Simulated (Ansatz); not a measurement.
Write a Python script for the Python package of Ansatz (0.2.0) that makes a ladder of methods at one geometry of C₂H₆GeO₂, SMILES [CH3][GeH2][O]C=O. Settings (for the species named): PBE, def2-SVP basis, multiplicity 1. The script varies functional: pbe, hse06, pbe0, lda, cam_b3lyp.

Input file `c2h6geo2.xyz`:
```text
11

C    -1.10560    0.59550    0.94840
Ge    0.69090    0.05580    0.77280
O     0.79160   -1.21520   -0.52770
C     0.60400   -0.95130   -1.85700
O     0.17470    0.17660   -2.25430
H    -1.79430   -0.21460    1.18480
H    -1.20540    1.40230    1.74500
H    -1.45120    1.10030   -0.03010
H     1.16660   -0.51370    2.17070
H     1.59120    1.26910    0.42250
H     0.60280   -1.76200   -2.55450
```

`methods_c2h6geo2.py`
```python
from pathlib import Path

import ansatz as az
import numpy as np

BASIS = 'def2-SVP'


def main() -> None:
    c2h6geo2 = az.Crystal.molecule_from_extxyz('c2h6geo2.xyz')

    calculation = c2h6geo2.calculation().basis(gaussian=BASIS)

    print('functional    E (Ha)        dipole (D)   HOMO (eV)  LUMO (eV)')
    for name in ['pbe', 'hse06', 'pbe0', 'lda', 'cam_b3lyp']:
        rep = calculation.functional(name).forces().orbitals().run(threads=1, runs_dir='runs').report
        lines = Path(rep['orbitals_path']).read_text().splitlines()
        field_of = lambda key: [line.split('=')[1].strip() for line in lines if line.startswith(key)]
        orbitals = [(27.211386 * float(e), s, float(n)) for e, s, n in zip(field_of('Ene='), field_of('Spin='), field_of('Occup='))]
        homo = max(e for e, _, n in orbitals if n > 0.5)
        lumo = min(e for e, _, n in orbitals if n < 0.5)
        dipole = 4.803205 * np.linalg.norm(rep['charge_distribution']['dipole_moment_e_ang'])
        print(f'{name:10s} {rep["free_energy_ev"] / 27.211386246:14.6f} {dipole:9.3f} {homo:11.3f} {lumo:10.3f}')


if __name__ == '__main__':
    main()
```

```console
$ python methods_c2h6geo2.py
functional    E (Ha)        dipole (D)   HOMO (eV)  LUMO (eV)
pbe          -2306.272691     1.710      -6.113     -1.614
hse06        -2306.321706     1.763      -7.506     -0.930
pbe0         -2306.332221     1.765      -7.915     -0.535
lda          -2301.868007     1.744      -6.278     -1.849
cam_b3lyp    -2306.872618     1.743      -9.362      0.735
```

What to keep in mind:
- Total energies depend on the basis set; only differences at equal settings carry meaning.
- The geometry is a force-field or estimated start, not a minimum of this method, and the basis set is short of its limit. A lower total doesn't mark the better method: functionals have no common bound, and MP2 and coupled cluster aren't variational.
- Levels such as HOMO and LUMO are orbital energies: with these approximate functionals they aren't the ionisation energy and electron affinity, and their gap isn't the fundamental gap.
- hse06 follows the composition of plane-wave codes, whose totals differ by tens of mHa, up to about 0.1 Ha, from the form usual in Gaussian-basis programs (wpbeh).
- The whole script took 21 s on 1 thread of Intel(R) Xeon(R) Platinum 8488C (Sapphire Rapids) (shared host), peak memory 0.39 GiB.

(Lines on the test bed's own set-up are left out of the output.)
